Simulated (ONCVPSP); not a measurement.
# Pseudopotential generation for tantalum: ONCV, PBE

Do these settings give a usable potential? It is generated, then checked for transferability, scattering, ghosts and hardness.

The numbers are computed with ONCVPSP 4.0.1 (PBE, scalar-relativistic, spin-unpolarised reference atom).

### Step 1. Settings

Typed settings, in words:

| Quantity | Value |
| --- | --- |
| element | tantalum (Ta, Z = 73) |
| type | optimised norm-conserving Vanderbilt (ONCV) |
| frozen core | [Kr] 4d10 4f14 |
| valence charge | 13 |
| reference configuration | 5s2 5p6 5d3 (charge +2) |
| partial waves | 5s: rc 1.40 bohr, ncon 4, nbas 7, qcut 7.2 1/bohr, 3 projectors, debl 0.6 Ha; 5p: rc 2.20 bohr, ncon 4, nbas 8, qcut 4.8 1/bohr, 1 projector; 5d: rc 2.25 bohr, ncon 4, nbas 9, qcut 6.6 1/bohr, 2 projectors, debl 2.5 Ha |
| local potential | polynomial inside 0.90 bohr (lpopt 5, dvloc0 0 Ha) |
| core correction | not asked for |

The nodes and maxima of the atom's own shells, from an earlier all-electron run, set the scale for the radii.

All-electron outer shells of the reference configuration (PBE, scalar-relativistic, ld1.x):

```json
{"shell": "5p", "level (eV)": "-54.95", "outermost node (bohr)": "0.58", "outermost maximum (bohr)": "1.13"}
{"shell": "4f", "level (eV)": "-40.27", "outermost node (bohr)": "–", "outermost maximum (bohr)": "0.44"}
{"shell": "6s", "level (eV)": "-18.43", "outermost node (bohr)": "1.31", "outermost maximum (bohr)": "2.58"}
{"shell": "5d", "level (eV)": "-18.31", "outermost node (bohr)": "0.65", "outermost maximum (bohr)": "1.54"}
{"shell": "6p", "level (eV)": "-12.54", "outermost node (bohr)": "1.56", "outermost maximum (bohr)": "3.23"}
```

### Step 2. Generation

The input, Ta.dat:

```
# ATOM AND REFERENCE CONFIGURATION
# atsym  z   nc   nv     iexc    psfile
  Ta 73.00   10    3        4      upf
#
#   n    l    f
    1    0    2.00
    2    0    2.00
    2    1    6.00
    3    0    2.00
    3    1    6.00
    3    2   10.00
    4    0    2.00
    4    1    6.00
    4    2   10.00
    4    3   14.00
    5    0    2.00
    5    1    6.00
    5    2    3.00
#
# PSEUDOPOTENTIAL AND OPTIMIZATION
# lmax
    2
#
#   l,   rc,      ep,       ncon, nbas, qcut
    0    1.40    0.00    4    7    7.20
    1    2.20    0.00    4    8    4.80
    2    2.25    0.00    4    9    6.60
#
# LOCAL POTENTIAL
# lloc, lpopt,  rc(5),   dvloc0
    4    5    0.90    0.00
#
# VANDERBILT-KLEINMAN-BYLANDER PROJECTORs
# l, nproj, debl
    0    3    0.60
    1    1    3.70
    2    2    2.50
#
# MODEL CORE CHARGE
# icmod, fcfact, rcfact
    0    0.00    0.00
#
# LOG DERIVATIVE ANALYSIS
# epsh1, epsh2, depsh
   -5.00    5.00    0.04
#
# OUTPUT GRID
# rlmax, drl
    6.00    0.01
#
# TEST CONFIGURATIONS
# ncnf
    4
# nvcnf
#   n    l    f
    4
    5    0    2.00
    5    1    6.00
    5    2    3.00
    6    0    2.00
#
    4
    5    0    2.00
    5    1    6.00
    5    2    3.00
    6    0    1.00
#
    3
    5    0    2.00
    5    1    6.00
    5    2    2.00
#
    4
    5    0    2.00
    5    1    6.00
    5    2    3.00
    6    0    1.50
#
```

Launch:

```sh
$ oncvpsp.x < Ta.dat > Ta.out
```

What does the calculation give? Wanted: cutoffs for 1 and 0.1 mHa per electron, occupied waves; bound ghosts; GHOST(+) flags; largest test error; largest phase difference near zero energy, channels read; projector energies reset by the program.

As calculated:

```
                                                quantity                                                                     value
  cutoffs for 1 and 0.1 mHa per electron, occupied waves                                                           24 Ha and 50 Ha
                                            bound ghosts  none below the valence levels; a pole at negative energy in p is suspect
                                          GHOST(+) flags        s at -69 eV, p at -19 eV (1 near or above the test basis's cutoff)
                            largest test error (AE − PS)                                              +36 meV, for 5s2 5p6 5d3 6s2
largest phase difference near zero energy, channels read                                                                 2.775 rad
                 projector energies reset by the program                                                s: -3.254, 0.250, 0.850 Ha
```

What this shows: By total energies transferability is fair: the largest error is 36 meV on 23.4 eV, for 5s2 5p6 5d3 6s2. The potential is of middling hardness: the looser tolerance needs 24 Ha. At the looser tolerance the 5s wave is the slowest; 5d needs 13 Ha. The ghost test, which looks below the valence levels, finds nothing, but the pseudo curve has an extra pole at negative energy (p at -0.60 Ha): a spurious bound state among the atom's levels is likely, and the file can't be cleared. Near zero energy the largest phase difference among the channels read is 2.77 rad, in the p channel. The pseudo curves have a pole with no partner nearby in the atom's: p at -0.60 Ha. The program also flags highly localised states, GHOST(+) (s, p). Note that the frozen 4f shell (-40 eV) lies higher than the valence 5s shell (-89 eV). All of this concerns the isolated atom, not yet a solid.
